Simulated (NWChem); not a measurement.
# One shape, several levels: CH4ClGe (SMILES [CH3][GeH][Cl])

Wanted: a comparison of 5 runs (UHF/STO-3G, UHF/3-21G, UB3LYP/6-31G*, UM06-2X/def2-SVP) of CH4ClGe. 

The results are computed with NWChem 7.3.0.

2 further runs of the same task are left out: 2 set aside as unsound or not needed. Runs told in other sessions of the task aren't counted.

**1. Starting point**

CH4ClGe: 7 atoms, total charge 0, spin state doublet. As SMILES, `[CH3][GeH][Cl]`. The coordinates come from a PBE0-D4/def2-TZVP relaxation.

Bond lengths: C1–Ge2 1.957 Å, Ge2–Cl3 2.169 Å, C1–H4 1.092 Å, C1–H5 1.089 Å, C1–H6 1.091 Å, Ge2–H7 1.553 Å. Angles: C1–Ge2–Cl3 107.0°, C1–Ge2–H7 112.6°, Cl3–Ge2–H7 105.6°, Ge2–C1–H4 108.6°, Ge2–C1–H5 110.0°, Ge2–C1–H6 109.8°, H4–C1–H5 109.4°, H4–C1–H6 109.5°, H5–C1–H6 109.6°.

**2. Energy and forces at UHF/STO-3G (run 1)**

Contents of struct.nw:

```
start struct
title "CH4ClGe"
memory total 2200 mb

geometry units atomic noautosym nocenter noautoz
  C  -1.38535822  0.82845593 -0.49491927
  Ge  1.33301281 -1.67335248 -0.34600885
  Cl  1.92185147 -2.57324006  3.60843203
  H  -0.81900730  2.48404499  0.59961010
  H  -3.11086715  0.04044014  0.30386796
  H  -1.71946180  1.37836624 -2.45324245
  H   3.89548143 -0.61321613 -1.30410000
end

basis spherical bse
  * library STO-3G
end

scf
  doublet
  uhf
  thresh 1e-08
  maxiter 80
end

task scf gradient
```

Command:

```
$ nwchem struct.nw > struct.out
```

The program printed:

```text
[...]
  functions       =    36
[...]
  wavefunction    = UHF
[...]
         Total SCF energy =  -2546.101480172239
      One electron energy =  -4070.265867028736
      Two electron energy =   1270.804660136968
 Nuclear repulsion energy =    253.359726719530
                       Sz =      0.5000
                 Sz(Sz+1) =      0.7500
                      S^2 =      0.7513
[...]
                         UHF ENERGY GRADIENTS
    atom               coordinates                        gradient
                 x          y          z           x          y          z
   1 C      -1.385358   0.828456  -0.494919   -0.019318   0.013099  -0.002392
   2 Ge      1.333013  -1.673352  -0.346009   -0.021765  -0.022171   0.011325
   3 Cl      1.921851  -2.573240   3.608432    0.000369  -0.001560   0.004136
   4 H      -0.819007   2.484045   0.599610    0.006990   0.003834   0.005678
   5 H      -3.110867   0.040440   0.303868   -0.003870  -0.005994   0.003526
   6 H      -1.719462   1.378366  -2.453242    0.001262  -0.000267  -0.008369
   7 H       3.895481  -0.613216  -1.304100    0.036332   0.013058  -0.013905
[...]
```

It took 7.2 s on 1 thread of Intel Xeon Platinum 8259CL at 2.50GHz (Skylake/Cascade Lake), shared host; peak memory 0.099 GiB.

**3. Energy and gradient at UHF/3-21G (run 2)**

Contents of ch4clge.xyz:

```xyz
7
CH4ClGe
C     -0.733100     0.438400    -0.261900
Ge     0.705400    -0.885500    -0.183100
Cl     1.017000    -1.361700     1.909500
H     -0.433400     1.314500     0.317300
H     -1.646200     0.021400     0.160800
H     -0.909900     0.729400    -1.298200
H      2.061400    -0.324500    -0.690100
```

Contents of run.py:

```python
from ase.io import read
from ase.calculators.nwchem import NWChem

mol = read('ch4clge.xyz')

calc = NWChem(
    label='ch4clge',
    theory='scf',
    memory='2200 mb',
    basis='3-21G',
    basispar='spherical bse',
    scf={'nopen': '1', 'uhf': None, 'thresh': '1e-08', 'maxiter': '80'},
)
mol.calc = calc

forces = mol.get_forces()
e = mol.get_potential_energy()
print(f"E = {e:.6f} eV")
print("forces (eV/A):")
for s, f in zip(mol.symbols, forces):
    print(f"{s:2s} {f[0]:10.5f} {f[1]:10.5f} {f[2]:10.5f}")
```

Command:

```
$ export ASE_NWCHEM_COMMAND="nwchem PREFIX.nwi > PREFIX.nwo"
$ python run.py
```

The program printed:

```text
E = -69732.968696 eV
forces (eV/A):
C     0.00884    0.00005   -0.00159
Ge    0.02288    0.45550   -1.47252
Cl    0.21124   -0.40263    1.51567
H    -0.22261   -0.15154   -0.19011
H     0.17540    0.20034   -0.12861
H    -0.03378    0.00098    0.28915
H    -0.16203   -0.10274   -0.01203
```

The calculator wrote ch4clge.nwi:

```
title "ch4clge"

permanent_dir ch4clge

scratch_dir ch4clge

start ch4clge

geometry units angstrom nocenter noautosym noautoz
  C  -7.3309999999999997e-01 4.3840000000000001e-01 -2.6190000000000002e-01
  Ge 7.0540000000000003e-01 -8.8549999999999995e-01 -1.8310000000000001e-01
  Cl 1.0169999999999999e+00 -1.3616999999999999e+00 1.9095000000000000e+00
  H  -4.3340000000000001e-01 1.3145000000000000e+00 3.1730000000000003e-01
  H  -1.6462000000000001e+00 2.1399999999999999e-02 1.6080000000000000e-01
  H  -9.0990000000000004e-01 7.2940000000000005e-01 -1.2982000000000000e+00
  H  2.0613999999999999e+00 -3.2450000000000001e-01 -6.9010000000000005e-01
end

memory 2200 mb

basis spherical bse noprint
   * library 3-21G
end

scf
  nopen 1
  uhf
  thresh 1e-08
  maxiter 80
end

task scf gradient
```

ch4clge.nwo:

```text
Northwest Computational Chemistry Package (NWChem) 7.3.0
             --------------------------------------------------------

           Job information
           ---------------

    nwchem branch   = 7.3.0
    use scalapack   = T
    input           = ch4clge.nwi
    prefix          = ch4clge.
    data base       = ch4clge/ch4clge.db
    status          = startup
    nproc           =        1

           Memory information
           ------------------

    heap     =     72089594 doubles =      550.0 Mbytes
    stack    =     72089599 doubles =      550.0 Mbytes
    global   =    144179200 doubles =     1100.0 Mbytes (distinct from heap & stack)
    total    =    288358393 doubles =     2200.0 Mbytes
    verify   = yes
    hardfail = no

[... 40 lines left out ...]
            Nuclear Dipole moment (a.u.)
[... 87 lines left out ...]
 1-e energy   =   -4074.980455
[... 7 lines left out ...]
         Quadratically convergent UHF
[... 14 lines left out ...]
       Final UHF  results
[... 3 lines left out ...]
      One electron energy =  -4074.655087039387
[... 1 line left out ...]
 Nuclear repulsion energy =    253.359744581452
[... 52 lines left out ...]
          Final beta eigenvalues
[... 208 lines left out ...]
                     UHF Final Beta Molecular Orbital Analysis
[... 255 lines left out ...]
                 ----------------------------------------
                 |  Time  |  1-e(secs)   |  2-e(secs)   |
                 ----------------------------------------
                 |  CPU   |       0.00   |       1.78   |
                 ----------------------------------------
                 |  WALL  |       0.00   |       1.78   |
                 ----------------------------------------

 Task  times  cpu:        7.9s     wall:        7.9s
 Total times  cpu:        7.9s     wall:        7.9s
```

Wall time 9.3 s (1 thread of Intel Xeon Platinum 8259CL at 2.50GHz (Skylake/Cascade Lake), shared host); peak memory 0.098 GiB.

**4. Energy and forces at UB3LYP/6-31G(d) (spherical functions) (run 3)**

Contents of ch4clge.nw:

```
start ch4clge
title "CH4ClGe B3LYP"
memory total 2200 mb
geometry units angstrom noautosym nocenter noautoz
  C       -0.733100       0.438400      -0.261900
  Ge       0.705400      -0.885500      -0.183100
  Cl       1.017000      -1.361700       1.909500
  H       -0.433400       1.314500       0.317300
  H       -1.646200       0.021400       0.160800
  H       -0.909900       0.729400      -1.298200
  H        2.061400      -0.324500      -0.690100
end
basis spherical bse
  C library 6-31G*
  Ge library 6-31G*
  Cl library 6-31G*
  H library 6-31G*
end
dft
  xc b3lyp
  mult 2
  grid xfine
  convergence energy 1e-08
  iterations 100
  mulliken
  print medium
end
task dft gradient
```

Command:

```
$ nwchem ch4clge.nw > ch4clge.out
```

The program printed:

```text
[...]
          Wavefunction type:  spin polarized.
          No. of atoms     :     7
          No. of electrons :    59
[...]
          Charge           :     0
          Spin multiplicity:     2
[...]
          AO basis - number of functions:    72
[...]
              XC Information
              --------------
                         B3LYP Method XC Potential
                     Hartree-Fock (Exact) Exchange  0.200
                        Slater Exchange Functional  0.800 local
                    Becke 1988 Exchange Functional  0.720 non-local
              Lee-Yang-Parr Correlation Functional  0.810
                  VWN I RPA Correlation Functional  0.190 local
[...]
 d= 0,ls=0.0,diis     1  -2577.4330196378 -2.83D+03  8.06D-03  7.87D-02     6.7
[...]
 d= 0,ls=0.0,diis     8  -2577.4772198141 -4.90D-09  5.63D-06  3.69D-07    47.3
[...]
         Total DFT energy =    -2577.477219814078
      One electron energy =    -4087.922622207067
           Coulomb energy =     1371.362284859793
    Exchange-Corr. energy =     -114.276627048256
 Nuclear repulsion energy =      253.359744581452
[...]
      Total Density - Mulliken Population Analysis
     ---------------------------------------------
    Atom       Charge   Shell Charges
 -----------   ------   -------------------------------------------------------
    1 C    6     6.55   2.00  0.68  2.11  0.65  1.10  0.02
    2 Ge  32    31.84   2.00  2.00  6.00  2.00  5.99  1.39  1.90  0.13  0.26  6.85  2.94  0.39
    3 Cl  17    17.21   2.00  2.00  5.97  1.41  3.61  0.54  1.67  0.01
    4 H    1     0.81   0.52  0.29
    5 H    1     0.81   0.52  0.29
    6 H    1     0.82   0.52  0.30
    7 H    1     0.96   0.48  0.48
[...]
      <S2> =      0.7512 (Exact =     0.7500)
[...]
  wavefunction    = open shell
                         DFT ENERGY GRADIENTS
    atom               coordinates                        gradient
                 x          y          z           x          y          z
   1 C      -1.385358   0.828456  -0.494919    0.003436  -0.004216  -0.000106
   2 Ge      1.333013  -1.673352  -0.346009    0.000621   0.005444   0.009908
   3 Cl      1.921851  -2.573240   3.608432   -0.002212   0.002406  -0.011151
   4 H      -0.819007   2.484045   0.599610   -0.000210  -0.001740  -0.000904
   5 H      -3.110867   0.040440   0.303868    0.001720   0.000669  -0.000590
   6 H      -1.719462   1.378366  -2.453242    0.000368  -0.000490   0.001981
   7 H       3.895481  -0.613216  -1.304100   -0.003722  -0.002073   0.000862
[...]
```

Run time: 65 s. Hardware: 1 thread of Intel Xeon Platinum 8259CL at 2.50GHz (Skylake/Cascade Lake), shared host; peak memory 0.14 GiB.

Run 4 isn't shown in full; the table further down has it.

**5. Energy and gradient at UM06-2X/def2-SVP (run 5)**

Changes to ch4clge.xyz since step 3:

```diff
@@ -1,3 +1,3 @@
 7
-CH4ClGe
+CH4ClGe gradient
 C     -0.733100     0.438400    -0.261900
```

Changes to run.py since step 3:

```diff
@@ -7,7 +7,7 @@
     label='ch4clge',
-    theory='scf',
+    theory='dft',
     memory='2200 mb',
-    basis='3-21G',
+    basis='def2-SVP',
     basispar='spherical bse',
-    scf={'nopen': '1', 'uhf': None, 'thresh': '1e-08', 'maxiter': '80'},
+    dft={'xc': 'm06-2x', 'mult': '2', 'grid': 'xfine', 'convergence': 'energy 1e-08', 'iterations': '100', 'mulliken': None},
 )
```

Command:

```
$ export ASE_NWCHEM_COMMAND="nwchem PREFIX.nwi > PREFIX.nwo"
$ python run.py
```

The program printed:

```text
E = -70130.694409 eV
forces (eV/A):
C     0.20502   -0.12696   -0.02211
Ge    0.02427   -0.02993   -0.27701
Cl    0.03188   -0.08258    0.33486
H     0.03558    0.20615    0.12722
H    -0.23145   -0.08469    0.10161
H    -0.06839    0.08932   -0.22554
H     0.00314    0.02864   -0.03908
```

The calculator wrote ch4clge.nwi:

```
title "ch4clge"

permanent_dir ch4clge

scratch_dir ch4clge

start ch4clge

geometry units angstrom nocenter noautosym noautoz
  C  -7.3309999999999997e-01 4.3840000000000001e-01 -2.6190000000000002e-01
  Ge 7.0540000000000003e-01 -8.8549999999999995e-01 -1.8310000000000001e-01
  Cl 1.0169999999999999e+00 -1.3616999999999999e+00 1.9095000000000000e+00
  H  -4.3340000000000001e-01 1.3145000000000000e+00 3.1730000000000003e-01
  H  -1.6462000000000001e+00 2.1399999999999999e-02 1.6080000000000000e-01
  H  -9.0990000000000004e-01 7.2940000000000005e-01 -1.2982000000000000e+00
  H  2.0613999999999999e+00 -3.2450000000000001e-01 -6.9010000000000005e-01
end

memory 2200 mb

basis spherical bse noprint
   * library def2-SVP
end

dft
  xc m06-2x
  mult 2
  grid xfine
  convergence energy 1e-08
  iterations 100
  mulliken
end

task dft gradient
```

ch4clge.nwo:

```text
Northwest Computational Chemistry Package (NWChem) 7.3.0
             --------------------------------------------------------

           Job information
           ---------------

    nwchem branch   = 7.3.0
    use scalapack   = T
    input           = ch4clge.nwi
    prefix          = ch4clge.
    data base       = ch4clge/ch4clge.db
    status          = startup
    nproc           =        1

           Memory information
           ------------------

    heap     =     72089600 doubles =      550.0 Mbytes
    stack    =     72089597 doubles =      550.0 Mbytes
    global   =    144179200 doubles =     1100.0 Mbytes (distinct from heap & stack)
    total    =    288358397 doubles =     2200.0 Mbytes
    verify   = yes
    hardfail = no

[... 125 lines left out ...]
          Convergence on energy requested:  1.00D-08
[... 25 lines left out ...]
          Convergence Information
[... 30 lines left out ...]
 1-e energy   =   -4087.105560
[... 61 lines left out ...]
      One electron energy =    -4088.785451205506
[... 8 lines left out ...]
                    DFT Final Alpha Molecular Orbital Analysis
[... 1338 lines left out ...]
          Convergence on gradient requested:  5.00D-04
[... 26 lines left out ...]
          total energy or number of iterations.
[... 38 lines left out ...]
                 ----------------------------------------
                 |  Time  |  1-e(secs)   |  2-e(secs)   |
                 ----------------------------------------
                 |  CPU   |       0.01   |       6.71   |
                 ----------------------------------------
                 |  WALL  |       0.01   |       6.71   |
                 ----------------------------------------

 Task  times  cpu:      120.3s     wall:      120.3s
 Total times  cpu:      120.4s     wall:      120.4s
```

Wall time 2 min (1 thread of Intel Xeon Platinum 8259CL at 2.50GHz (Skylake/Cascade Lake), shared host); peak memory 0.14 GiB.

**6. All runs side by side**

```csv
run,level,iteration cap,module,energy (Eh),dipole moment (D),HOMO energy (eV),LUMO energy (eV),wall time
1,UHF/STO-3G,80,scf,-2546.101480,3.39,-7.15,4.08,7.2 s
2,UHF/3-21G,80,scf,-2562.639354,3.77,-9.11,0.52,9.3 s
3,UB3LYP/6-31G* (spherical functions),100,dft,-2577.477220,2.63,-5.92,-3.27,65 s
4,UB3LYP/6-31G* (Cartesian functions),100,dft,-2577.486391,2.62,-5.91,-3.27,76 s
5,UM06-2X/def2-SVP,100,dft,-2577.255504,2.39,-7.21,-2.30,2 min
```

**7. What came out**

```
                                 quantity           value
                      run 5: total energy  -2577.25550 Eh
                     run 5: dipole moment          2.39 D
run 5: HOMO energy (highest over α and β)        -7.21 eV
 run 5: LUMO energy (lowest over α and β)        -2.30 eV
                              run 5: ⟨S²⟩           0.752
          run 5: largest force on an atom      0.346 eV/Å
```

**Reading.** The dipole moment (its size) runs from 2.39 D (UM06-2X/def2-SVP) to 3.77 D (UHF/3-21G). The two ends differ in method and basis. Totals of different functionals can't be ranked against each other. In run 1 the basis is minimal, so the values are rough. All runs together took 4.7 min, the longest 2 min.
